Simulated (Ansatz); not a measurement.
# Ge₂H₅O radical: up Jacob's ladder to CCSD(T)

How much do the methods differ for Ge₂H₅O radical? The plan is to run it at one geometry with functionals of several rungs and with coupled cluster, and see how far each lands from CCSD(T) at the basis-set limit for the atomisation energy.

The runs use Ansatz 0.2.0, Gaussian basis; functionals in def2-TZVPP, the program's frozen cores in correlated methods.

The runs, in order: LDA (SPW92), PBE-D4, revPBE-D4, BLYP-D4, r2SCAN-D4, B97M-V, PBE0-D4, B3LYP-D4, r2SCANh-D4, r2SCAN0-D4, HSE06-D4, BHLYP-D4, CAM-B3LYP-D4, LC-ωPBE, ωB97X-V, ωB97M-V, B2PLYP, PBE-QIDH; CCSD(T)/def2-SVP; CCSD(T)/def2-TZVPP; MP2/def2-QZVPP; extrapolation to the limit; RPA on PBE.

### 1 Structure used throughout

All runs share one geometry, relaxed beforehand with PBE0-D4 in a triple-zeta def2 set.

SMILES `[GeH2][O][GeH3]`, 8 atoms, charge 0, spin multiplicity 2.

Atoms are counted from 1 here; the program's logs count them from 0.

Bond lengths: Ge1–O2 1.775 Å, Ge1–H4 1.557 Å, Ge1–H5 1.549 Å, O2–Ge3 1.779 Å, Ge3–H6 1.534 Å, Ge3–H7 1.538 Å, Ge3–H8 1.541 Å. Angles: O2–Ge1–H4 108.3°, O2–Ge1–H5 105.0°, H4–Ge1–H5 111.6°, Ge1–O2–Ge3 127.9°, O2–Ge3–H6 105.9°, O2–Ge3–H7 108.6°, O2–Ge3–H8 109.0°, H6–Ge3–H7 111.3°, H6–Ge3–H8 111.4°, H7–Ge3–H8 110.5°.

### 2 LDA

This LDA is Slater exchange with PW92 correlation.

Input file in.yaml:

```yaml
crystal:
  periodic: [false, false, false]
  atoms:
    - {symbol: Ge, position_ang: [-0.584602, 1.374314, -1.069971]}
    - {symbol: O, position_ang: [0.299275, 0.690197, 0.308633]}
    - {symbol: Ge, position_ang: [0.716001, -1.014034, 0.602004]}
    - {symbol: H, position_ang: [-1.830912, 0.481710, -1.344131]}
    - {symbol: H, position_ang: [-0.990575, 2.799436, -0.619015]}
    - {symbol: H, position_ang: [0.767515, -1.176755, 2.126371]}
    - {symbol: H, position_ang: [2.085376, -1.301142, -0.036050]}
    - {symbol: H, position_ang: [-0.369880, -1.910827, -0.023640]}
basis:
  gaussian: {orbitals: def2-TZVPP}
magnetization: {spin_polarized: true, initial_magnetization: 1}
hamiltonian: {xc: lda}
output: {orbitals: {seedname: orbitals}}
```

On the command line:

```console
ansatz run in.yaml --threads 4 --pin off --events-out ev --progress --plain --max-ram 10444MiB
```

The runs that follow: PBE-D4 (GGA); revPBE-D4 (GGA); BLYP-D4 (GGA); r2SCAN-D4 (meta-GGA); B97M-V (meta-GGA); PBE0-D4 (hybrid); B3LYP-D4 (hybrid); r2SCANh-D4 (hybrid); r2SCAN0-D4 (hybrid); HSE06-D4 (hybrid); BHLYP-D4 (hybrid); CAM-B3LYP-D4 (range-separated); LC-ωPBE (range-separated); ωB97X-V (range-separated); ωB97M-V (range-separated); B2PLYP (double hybrid); PBE-QIDH (double hybrid); CCSD(T) in def2-SVP; CCSD(T) in def2-TZVPP; MP2 in def2-QZVPP; RPA on PBE orbitals.

**Question.** What will the summary of the whole plan be? Wanted: atomisation energy, CCSD(T)/CBS; farthest beyond LDA; mean size of error, GGA; mean size of error, meta-GGA; mean size of error, hybrid; mean size of error, range-separated; mean size of error, double hybrid; gap, smallest and largest; T1 diagnostic.

**Answer**, as computed:

```
                               quantity                                         value
        atomisation energy, CCSD(T)/CBS                                 2189.1 kJ/mol
 functionals within 21.9 kJ/mol (1.0 %)  r2SCAN-D4, r2SCANh-D4, CAM-B3LYP-D4, ωB97X-V
                    farthest beyond LDA                       BHLYP-D4 (-77.2 kJ/mol)
                mean size of error, GGA                                   45.2 kJ/mol
           mean size of error, meta-GGA                                   14.1 kJ/mol
             mean size of error, hybrid                                   45.2 kJ/mol
    mean size of error, range-separated                                   21.6 kJ/mol
      mean size of error, double hybrid                                   42.9 kJ/mol
              gap, smallest and largest      0.95 eV (LDA (SPW92)), 8.41 eV (LC-ωPBE)
                          T1 diagnostic                                        0.0141
triples share of the correlation energy                                         3.5 %
```

The LDA atomisation energy is off by 298.7 kJ/mol (14 %): it overbinds. PBE-D4 is off by -24.1 kJ/mol. Double hybrids carry the basis error of their MP2 part in triple zeta, and no dispersion term here, so their miss is partly the set-up's. The rungs meta-GGA, range-separated miss on average by less than the doubt on the reference (21.9 kJ/mol), so they tie. The reference freezes the cores and leaves out relativity and excitations past (T), and its outer-core shells are covered unevenly, so misses under about 21.9 kJ/mol can't be ranked. Hartree-Fock recovers 70 % of the binding; the rest is correlation. CCSD(T) in def2-SVP is off by -158.9 kJ/mol, worse than the median functional, from the basis alone. Orbital gaps span 0.9 to 8.4 eV; exact exchange widens them. Correlated methods include outer-core shells of Ge, which these sets cover unevenly.
